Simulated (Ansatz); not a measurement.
# CrAuS2: the cost of one run

Method: DFT PBEsol+U (U = 2 eV, J = 0.9 eV on Cr d), plane waves, PAW, no spin–orbit coupling unless a run says so, in Ansatz 0.2.0.

**1. The structure to begin with**

The structure is trigonal, space group R-3m (No. 166). The conventional cell has a = 3.541 Å, b = 3.541 Å, c = 21.324 Å, α = 90.00°, β = 90.00°, γ = 120.00°. Around Au (site symmetry -3m) lie 2 S at 2.30 Å. Cr (site symmetry -3m) is surrounded by 6 S at 2.40 Å. S (site symmetry 3m) is surrounded by 1 Au at 2.30 Å and 3 Cr at 2.40 Å.

As a file:

```xyz
4
Lattice="1.7706 1.0223 7.1080 -1.7706 1.0223 7.1080 0.0000 -2.0445 7.1080" Properties=species:S:1:pos:R:3 pbc="T T T"
Au    0.0000    0.0000    0.0000
Cr    0.0000    0.0000   10.6621
S     0.0000    0.0000   19.0279
S     0.0000    0.0000    2.2962
```

An earlier series on this cell reached its lowest free state from «ferromagnetic start, free, natural orbitals of the symmetric run filled by rank», perhaps among other starts.

**2. No spin polarisation**

Contents of input.yaml:

```yaml
crystal:
  lattice:
    - [1.77062114, 1.02226859, 7.10803421]
    - [-1.77062114, 1.02226859, 7.10803421]
    - [0.0, -2.04453718, 7.10803421]
  atoms:
    - { symbol: Au, position: [0.0, 0.0, 0.0] }
    - { symbol: Cr, position: [0.5, 0.5, 0.5] }
    - { symbol: S, position: [0.89231846, 0.89231846, 0.89231846] }
    - { symbol: S, position: [0.10768154, 0.10768154, 0.10768154] }
basis:
  ecutwfc: 420
  ecutrho_ratio: 4
kpoints:
  mp_grid: { grid: [6, 6, 6] }
hamiltonian:
  xc: pbesol
  hubbard: { sites: [{ site: 1, l: d, u: 2.0, j: 0.9 }] }
scf:
  occupations: { method: gaussian, width: 0.05 }
  lower_state_search: "off"
  max_iter: 150
output:
  forces: true
  stress: true
  eigenvalues: true
  populations: true
  hubbard: { sites: [{ site: 1, l: d }] }
```

Command:

```console
> ansatz run input.yaml --threads 2 --pin off --max-ram 3072MiB --backend cpu --events-out ev --progress --plain --runs-dir out
```

**Question.** How long does this run take on 2 threads of Arm Neoverse N1, shared host, and how much memory does it need?

About 9.6 s, with a peak of 0.45 GiB.
